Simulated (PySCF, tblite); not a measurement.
# C6H12GeO: geometry, infrared bands and NMR shifts

What infrared bands and NMR shifts should C6H12GeO (`CC#[C][GeH2][C@H](C)OC`) show?

The runs use tblite 0.8.0 and PySCF 2.14.0, with density-fitted response routines of our own; the level of theory stands in each step. All values are computed, except where a source is named. Atoms are numbered from 0 throughout.

**1. Starting geometry**

20 atoms, charge 0, multiplicity 1; geometry from: force field or distance geometry start.

Bonds of the start (Å): C0–C1 1.49, C1–C2 1.19, C2–Ge3 1.93, Ge3–C4 1.95, C4–C5 1.51, C4–O6 1.39, O6–C7 1.40, C0–H8 1.10, C0–H9 1.13, C0–H10 1.10, Ge3–H11 1.57, Ge3–H12 1.52, C4–H13 1.10, C5–H14 1.13, C5–H15 1.10, C5–H16 1.12, C7–H17 1.14, C7–H18 1.12, C7–H19 1.09.

**2. Optimising the geometry with GFN2-xTB**

The job: settings as JSON, then the geometry in Å.

```
{"job": {"kind": "relax", "xc": "GFN2-xTB", "basis": "xTB"}, "charge": 0, "multiplicity": 1}
C      4.135300     0.014200     0.908400
C      2.851400    -0.225800     0.198800
C      1.833300    -0.448900    -0.376500
Ge     0.195500    -0.792900    -1.328600
C     -1.226500    -0.180900    -0.137500
C     -0.906100    -0.468200     1.312100
O     -2.444400    -0.754400    -0.480000
C     -3.315200     0.263400    -0.870100
H      4.519600     0.956400     0.497000
H      3.835100     0.107100     1.996000
H      4.840600    -0.814800     0.750900
H      0.066100    -2.333500    -1.591500
H      0.127400    -0.050200    -2.656700
H     -1.319000     0.907400    -0.301000
H     -1.220200     0.448800     1.888000
H     -1.482700    -1.332700     1.659500
H      0.200900    -0.630300     1.376800
H     -4.288700    -0.261500    -1.130500
H     -3.463100     0.922400     0.024000
H     -2.944600     0.800700    -1.742100
```

The run is started by

```console
$ OMP_NUM_THREADS=1 python probes_run.py task.json out
```

One launch serves the whole session: the jobs run in the order shown.

The program printed:

```text
step      E/eV     max force
  0    -676.09719    2.697
  1    -676.19677    5.306
  2    -676.38011    0.982
  3    -676.43512    0.827
  4    -676.48370    0.459
  5    -676.50966    0.389
  6    -676.53155    0.316
  7    -676.54710    0.315
  8    -676.56469    0.311
  9    -676.57879    0.305
 10    -676.58854    0.252
 11    -676.59514    0.164
 12    -676.60067    0.202
 13    -676.60558    0.163
 14    -676.60945    0.171
 15    -676.61245    0.151
 16    -676.61523    0.127
 17    -676.61807    0.131
 18    -676.62073    0.125
 19    -676.62296    0.132
 20    -676.62510    0.121
 21    -676.62766    0.154
 22    -676.63089    0.143
 23    -676.63477    0.158
 24    -676.63912    0.167
 25    -676.64371    0.154
 26    -676.64859    0.196
 27    -676.65435    0.196
 28    -676.66115    0.235
 29    -676.66805    0.219
 30    -676.67409    0.209
 31    -676.67977    0.174
 32    -676.68514    0.212
 33    -676.68584    0.369
 34    -676.69518    0.255
 35    -676.69962    0.133
 36    -676.70429    0.139
 37    -676.70756    0.140
 38    -676.71235    0.178
 39    -676.71769    0.164
 40    -676.72306    0.159
 41    -676.72429    0.256
 42    -676.73090    0.188
 43    -676.73465    0.182
 44    -676.74176    0.146
 45    -676.74509    0.134
 46    -676.74855    0.132
 47    -676.75102    0.120
 48    -676.75333    0.124
 49    -676.75545    0.105
 50    -676.75768    0.102
 51    -676.75921    0.103
 52    -676.76019    0.073
 53    -676.76098    0.074
 54    -676.76181    0.085
 55    -676.76282    0.091
 56    -676.76397    0.099
 57    -676.76499    0.072
 58    -676.76589    0.063
 59    -676.76680    0.063
 60    -676.76772    0.073
 61    -676.76855    0.067
 62    -676.76921    0.062
 63    -676.76978    0.062
 64    -676.77036    0.057
 65    -676.77098    0.059
 66    -676.77157    0.042
 67    -676.77203    0.041
 68    -676.77241    0.047
 69    -676.77288    0.065
 70    -676.77360    0.084
 71    -676.77464    0.090
 72    -676.77590    0.091
 73    -676.77720    0.094
 74    -676.77858    0.092
 75    -676.78024    0.096
 76    -676.78203    0.102
 77    -676.78295    0.194
 78    -676.78506    0.122
 79    -676.78680    0.085
 80    -676.78878    0.073
 81    -676.79139    0.084
 82    -676.79271    0.087
 83    -676.79370    0.073
 84    -676.79430    0.039
 85    -676.79476    0.077
 86    -676.79531    0.053
 87    -676.79561    0.036
 88    -676.79587    0.034
 89    -676.79611    0.045
 90    -676.79650    0.051
 91    -676.79697    0.056
 92    -676.79743    0.054
 93    -676.79774    0.042
 94    -676.79796    0.033
 95    -676.79812    0.032
 96    -676.79826    0.020
 97    -676.79836    0.018
 98    -676.79841    0.017
 99    -676.79849    0.019
100    -676.79856    0.020
101    -676.79865    0.022
102    -676.79874    0.020
103    -676.79881    0.016
104    -676.79885    0.018
105    -676.79887    0.048
106    -676.79889    0.009
```

Run time: 0.9 s. Hardware: 1 thread of AMD EPYC 7R43, shared host.

The steps of the relaxation: (not every step is listed)

| step | energy from step 0 (eV) | largest force (eV/Å) |
| --- | --- | --- |
| 0 | 0.0000 | 2.6970 |
| 1 | -0.0996 | 5.3062 |
| 2 | -0.2829 | 0.9815 |
| 3 | -0.3379 | 0.8274 |
| 4 | -0.3865 | 0.4592 |
| 5 | -0.4125 | 0.3887 |
| 6 | -0.4344 | 0.3159 |
| 7 | -0.4499 | 0.3151 |
| 8 | -0.4675 | 0.3106 |
| 17 | -0.5209 | 0.1306 |
| 26 | -0.5514 | 0.1957 |
| 35 | -0.6024 | 0.1330 |
| 44 | -0.6446 | 0.1458 |
| 53 | -0.6638 | 0.0742 |
| 62 | -0.6720 | 0.0624 |
| 71 | -0.6775 | 0.0900 |
| 80 | -0.6916 | 0.0735 |
| 89 | -0.6989 | 0.0453 |
| 98 | -0.7012 | 0.0170 |
| 101 | -0.7015 | 0.0217 |
| 102 | -0.7015 | 0.0196 |
| 103 | -0.7016 | 0.0159 |
| 104 | -0.7017 | 0.0177 |
| 105 | -0.7017 | 0.0483 |
| 106 | -0.7017 | 0.0089 |

Close pairs (by a distance rule), those that changed most:

| bond | before (Å) | after (Å) | change (Å) |
| --- | --- | --- | --- |
| Ge3–H11 | 1.568 | 1.498 | -0.071 |
| C7–H17 | 1.136 | 1.089 | -0.047 |
| C0–H9 | 1.132 | 1.090 | -0.042 |
| C0–C1 | 1.486 | 1.446 | -0.040 |
| Ge3–C4 | 1.953 | 1.992 | +0.039 |
| C5–H14 | 1.127 | 1.089 | -0.038 |
| C5–H16 | 1.121 | 1.089 | -0.032 |
| C4–O6 | 1.389 | 1.419 | +0.030 |

The final coordinates are the input of the step that follows.

**3. Harmonic vibrations with GFN2-xTB**

The job: settings as JSON, then the geometry in Å.

```
{"job": {"kind": "ir", "xc": "GFN2-xTB", "basis": "xTB"}, "charge": 0, "multiplicity": 1}
C      4.312952    -0.024603     0.812110
C      3.052181    -0.315809     0.165812
C      2.008198    -0.567884    -0.382953
Ge     0.336647    -0.921444    -1.208564
C     -1.138612     0.033603    -0.270570
C     -1.203067    -0.279641     1.217942
O     -2.253181    -0.439773    -1.009891
C     -3.469306     0.210612    -0.744141
H      4.739055     0.890224     0.400933
H      4.161446     0.104809     1.883588
H      5.011574    -0.844791     0.649453
H      0.086406    -2.397353    -1.161461
H      0.412018    -0.492814    -2.643627
H     -1.050329     1.123928    -0.400416
H     -1.990510     0.282571     1.718467
H     -1.381216    -1.343436     1.364801
H     -0.248785    -0.019035     1.672993
H     -4.175702    -0.131455    -1.498804
H     -3.857234    -0.040741     0.249063
H     -3.357682     1.299687    -0.817774
```

The program printed:

```text
mode    cm-1     km/mol
  1      19.3      0.05
  2      23.9      0.05
  3      42.6      0.24
  4      95.1      3.13
  5     139.4      2.77
  6     145.2      4.53
  7     183.1      1.79
  8     197.8      0.26
  9     219.8     10.11
 10     258.8      5.65
 11     310.6      0.86
 12     323.2      1.35
 13     334.2     11.07
 14     388.8     52.77
 15     420.4     35.12
 16     469.0     41.80
 17     602.3     23.93
 18     650.8     99.70
 19     672.2    226.78
 20     824.1    167.36
 21     884.2     35.72
 22     999.5     11.24
 23    1016.6      5.33
 24    1017.6      5.46
 25    1038.3     24.47
 26    1065.9      0.97
 27    1085.5     17.72
 28    1109.0     86.57
 29    1134.0      8.38
 30    1156.5      6.66
 31    1236.0     22.00
 32    1316.5      8.12
 33    1382.1      2.34
 34    1396.6      6.66
 35    1405.6      2.14
 36    1449.8      6.32
 37    1450.6      6.97
 38    1472.3      4.61
 39    1481.9      1.39
 40    1494.6      5.35
 41    1498.9      0.78
 42    1984.4    275.36
 43    2037.4    473.45
 44    2305.4    156.27
 45    2818.4     81.74
 46    2904.1     56.59
 47    2929.5     47.79
 48    3003.6     64.10
 49    3003.8     16.25
 50    3005.4     19.93
 51    3011.3     27.56
 52    3014.7     20.77
 53    3020.2     27.35
 54    3021.1     24.03
```

Wall time 0.86 s (1 thread of AMD EPYC 7R43, shared host).

Which atoms move in the most intense modes:

| cm⁻¹ | km/mol | atoms |
| --- | --- | --- |
| 651 | 99.7 | H12 43 %, C4 27 % |
| 672 | 226.8 | H11 55 %, H12 25 %, C4 12 % |
| 824 | 167.4 | H12 48 %, H11 47 % |
| 1109 | 86.6 | O6 29 %, C4 21 %, C7 15 % |
| 1984 | 275.4 | H12 64 %, H11 36 % |
| 2037 | 473.4 | H11 63 %, H12 35 % |
| 2305 | 156.3 | C1 54 %, C2 44 % |
| 2818 | 81.7 | H13 93 % |

**4. Shielding tensors: PBE0/pcSseg-1**

Same as in step 3 but for these lines:

```diff
@@ -1,2 +1,2 @@
-{"job": {"kind": "ir", "xc": "GFN2-xTB", "basis": "xTB"}, "charge": 0, "multiplicity": 1}
+{"job": {"kind": "nmr", "xc": "PBE0", "basis": "pcSseg-1"}, "charge": 0, "multiplicity": 1}
 C      4.312952    -0.024603     0.812110
```

Method: GIAO PBE0/pcSseg-1 NMR shielding, non-relativistic, gas phase.

The program printed:

```text
coarse grid: 73344 points
cycle   1  E = -2386.9909064827  dE =  1.412e-01  |g| = 1.054e+00  |ddm| = 4.379e+00
cycle   2  E = -2386.9221950708  dE =  6.871e-02  |g| = 1.190e+00  |ddm| = 1.744e+00
cycle   3  E = -2387.1119123722  dE = -1.897e-01  |g| = 1.764e-01  |ddm| = 1.102e+00
cycle   4  E = -2387.1164429152  dE = -4.531e-03  |g| = 7.495e-02  |ddm| = 1.571e-01
cycle   5  E = -2387.1173040032  dE = -8.611e-04  |g| = 2.418e-02  |ddm| = 6.598e-02
cycle   6  E = -2387.1174346704  dE = -1.307e-04  |g| = 7.994e-03  |ddm| = 2.160e-02
cycle   7  E = -2387.1174487048  dE = -1.403e-05  |g| = 1.113e-03  |ddm| = 6.523e-03
cycle   8  E = -2387.1174489755  dE = -2.707e-07  |g| = 3.467e-04  |ddm| = 1.198e-03
final grid: 155960 points
cycle   9  E = -2387.1174454589  dE = -1.973e-08  |g| = 4.079e-04  |ddm| = 2.435e-03
cycle  10  E = -2387.1174454177  dE =  4.118e-08  |g| = 5.743e-04  |ddm| = 7.154e-04
cycle  11  E = -2387.1174454933  dE = -7.560e-08  |g| = 1.523e-04  |ddm| = 4.680e-04
cycle  12  E = -2387.1174454989  dE = -5.632e-09  |g| = 1.295e-05  |ddm| = 1.103e-04
cycle  13  E = -2387.1174454990  dE = -3.456e-11  |g| = 3.516e-06  |ddm| = 1.364e-05
converged SCF energy = -2387.1174454990

GIAO shielding tensors (ppm)
atom      isotropic    diamagn.    paramagn.     s11        s22        s33       span
  0 C      180.992     251.839     -70.847    172.526    172.663    197.787     25.260
  1 C       74.160     273.889    -199.729    -23.778    -22.752    269.009    292.787
  2 C      104.802     270.282    -165.480     17.291     23.204    273.911    256.621
  3 Ge    1524.670    2755.646   -1230.976   1462.684   1497.222   1614.105    151.421
  4 C      110.815     252.224    -141.409     79.735     86.768    165.943     86.209
  5 C      169.434     251.314     -81.880    151.280    170.748    186.275     34.995
  6 O      306.592     398.733     -92.142    269.008    306.452    344.315     75.307
  7 C      127.648     242.938    -115.290     88.001    111.198    183.745     95.744
  8 H       29.708      28.112       1.597     24.549     27.994     36.582     12.033
  9 H       29.716      30.884      -1.168     24.423     28.432     36.294     11.871
 10 H       29.667      25.026       4.641     24.474     27.873     36.655     12.181
 11 H       27.783      29.860      -2.078     21.220     23.479     38.649     17.429
 12 H       27.577      29.536      -1.960     20.553     23.021     39.156     18.603
 13 H       28.097      35.212      -7.116     26.636     27.607     30.047      3.412
 14 H       29.672      32.037      -2.365     24.747     28.256     36.012     11.265
 15 H       30.571      32.338      -1.766     26.828     28.942     35.944      9.117
 16 H       30.272      33.833      -3.561     24.938     30.174     35.705     10.767
 17 H       27.932      27.373       0.559     23.711     25.290     34.794     11.084
 18 H       27.926      28.795      -0.868     23.391     25.959     34.430     11.039
 19 H       28.885      29.211      -0.325     25.103     26.315     35.238     10.135
```

Run time: 37 s. Hardware: 1 thread of AMD EPYC 7R43, shared host; peak memory 1.1 GiB.

Shifts follow as δ = σ(reference) − σ, with reference shieldings (ppm) from runs at the same level and on the same kind of geometry: 1H TMS 31.72, 13C TMS 186.9, 17O H2O 336.1, 73Ge GeMe4 1331. The references are single molecules in the gas phase, so shifts against H2O, NH3, PH3, H3PO4 or CFCl3 are not on the usual liquid scales and can be off by tens of ppm. Atoms listed in one row are averaged.

| atoms | environment | σ (ppm) | δ (ppm) |
| --- | --- | --- | --- |
| C1 | alkyne carbon | 74.2 | 112.8 |
| C2 | alkyne carbon | 104.8 | 82.1 |
| C4 | sp3 CH bonded to Ge and O | 110.8 | 76.1 |
| C7 | methyl carbon bonded to O | 127.6 | 59.3 |
| C5 | methyl carbon | 169.4 | 17.5 |
| C0 | propargylic methyl carbon | 181.0 | 5.9 |
| H12 | hydrogen on a germanium bonded to 2 C | 27.58 | 4.14 |
| H11 | hydrogen on a germanium bonded to 2 C | 27.78 | 3.93 |
| H13 | hydrogen on an sp3 CH bonded to Ge and O | 28.10 | 3.62 |
| H17, H18, H19 | hydrogen on a methyl carbon bonded to O | 28.25 | 3.47 |
| H8, H9, H10 | hydrogen on a propargylic methyl carbon | 29.70 | 2.02 |
| H14, H15, H16 | hydrogen on a methyl carbon | 30.17 | 1.55 |
| Ge3 | germanium bonded to 2 C, 2 H | 1525 | -194 |
| O6 | ether oxygen | 306.6 | 29.5 |

Charges from the same density, by scheme (e):

| atoms | Mulliken | IAO | Hirshfeld | ESP fit |
| --- | --- | --- | --- | --- |
| C0 | -0.15 | -0.44 | -0.10 | -0.55 |
| C1 | -0.28 | -0.01 | -0.04 | 0.23 |
| C2 | -0.36 | -0.36 | -0.19 | -0.43 |
| Ge3 | 0.60 | 0.67 | 0.34 | 0.26 |
| C4 | -0.26 | -0.13 | -0.03 | 0.19 |
| C5 | -0.23 | -0.44 | -0.13 | -0.41 |
| O6 | -0.53 | -0.40 | -0.14 | -0.35 |
| C7 | -0.01 | -0.20 | -0.04 | -0.14 |

Mayer bond orders: C0–C1 1.16, C1–C2 2.78, C2–Ge3 0.82, Ge3–C4 0.88, C4–C5 1.01, C4–O6 0.87, O6–C7 0.93.

**5. What came out**

| quantity | value |
| --- | --- |
| strongest single infrared mode (GFN2-xTB) | 2037 cm⁻¹, 473 km/mol |
| zero-point energy (GFN2-xTB) | 97.9 kcal/mol |
| 13C shifts against TMS (PBE0/pcSseg-1) | 112.8, 82.1, 76.1, 59.3, 17.5, 5.9 ppm |
| 1H shifts against TMS (PBE0/pcSseg-1, means over atoms taken as alike) | 4.14, 3.93, 3.62, 3.47, 2.02, 1.55 ppm |
| 73Ge shifts against GeMe4 (PBE0/pcSseg-1) | -194 ppm |
| 17O shifts against H2O (PBE0/pcSseg-1) | 29.5 ppm |

In words: Relaxing lowered the energy by 0.702 eV in 106 steps; the close pair that moved most is Ge3–H11, from 1.568 to 1.498 Å. All 54 modes are real, so the xTB geometry is a minimum. The strongest single mode, at 2037 cm⁻¹, moves mainly H11 and H12. GFN2-xTB is a fitted tight-binding method: band positions and strengths are rough. Its intensities can rank the bands wrongly. At PBE0/pcSseg-1: Shielding is most anisotropic at C1 (span 293 ppm, paramagnetic term -200 ppm). Spin-orbit coupling is left out, which matters for shieldings and couplings at and beside the heavy atoms.
